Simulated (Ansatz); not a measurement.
# CH6FNOSi: the cost of one run

Method: RKS B3LYP-D4/STO-3G, in Ansatz 0.2.0.

## 1. Starting point

Bond lengths: Si1–C2 1.870 Å, C2–H3 1.110 Å, C2–H4 1.110 Å, C2–H5 1.110 Å, Si1–O6 1.680 Å, O6–H7 1.010 Å, Si1–N8 1.819 Å, N8–H9 1.060 Å, N8–H10 1.060 Å, Si1–F11 1.589 Å. Angles (14 of 16 angles, heavy atoms first): C2–Si1–O6 109.4°, C2–Si1–N8 109.5°, C2–Si1–F11 109.5°, O6–Si1–N8 109.5°, O6–Si1–F11 109.5°, N8–Si1–F11 109.5°, Si1–C2–H3 109.5°, Si1–C2–H4 109.5°, Si1–C2–H5 109.5°, Si1–O6–H7 109.5°, Si1–N8–H9 120.0°, Si1–N8–H10 120.0°, H3–C2–H4 109.4°, H3–C2–H5 109.4°.

Coordinates:

```xyz
11

Si    0.0000    0.0000    0.0000
C     0.0000    0.0000    1.8700
H    -0.9996   -0.3092    2.2405
H     0.7676   -0.7111    2.2405
H     0.2320    1.0203    2.2405
O     1.5842    0.0000   -0.5594
H     1.9006   -0.9521   -0.6761
N    -0.8572    1.4851   -0.6061
H    -1.8773    1.4300   -0.8888
H    -0.3367    2.4058   -0.6766
F    -0.7489   -1.2974   -0.5295
```

## 2. Relaxing the start

Contents of input.yaml:

```yaml
crystal:
  periodic: [false, false, false]
  atoms:
    - { symbol: Si, position_ang: [0.0, 0.0, 0.0] }
    - { symbol: C, position_ang: [0.0, 0.0, 1.87] }
    - { symbol: H, position_ang: [-0.9996, -0.3092, 2.2405] }
    - { symbol: H, position_ang: [0.7676, -0.7111, 2.2405] }
    - { symbol: H, position_ang: [0.232, 1.0203, 2.2405] }
    - { symbol: O, position_ang: [1.5842, 0.0, -0.5594] }
    - { symbol: H, position_ang: [1.9006, -0.9521, -0.6761] }
    - { symbol: "N", position_ang: [-0.8572, 1.4851, -0.6061] }
    - { symbol: H, position_ang: [-1.8773, 1.43, -0.8888] }
    - { symbol: H, position_ang: [-0.3367, 2.4058, -0.6766] }
    - { symbol: F, position_ang: [-0.7489, -1.2974, -0.5295] }
basis:
  gaussian: { orbitals: STO-3G }
hamiltonian:
  xc: b3lyp
  dispersion: d4
relax:
  f_tol: 0.02
  max_steps: 40
```

Started as:

```console
ansatz run input.yaml --threads 1 --pin off --max-ram 2048MiB --backend cpu --events-out ev --progress --plain --runs-dir out
```

Q: Estimate wall time and peak memory on 1 thread of Arm Neoverse V2, shared host.

About 63 s, with a peak of 0.17 GiB.
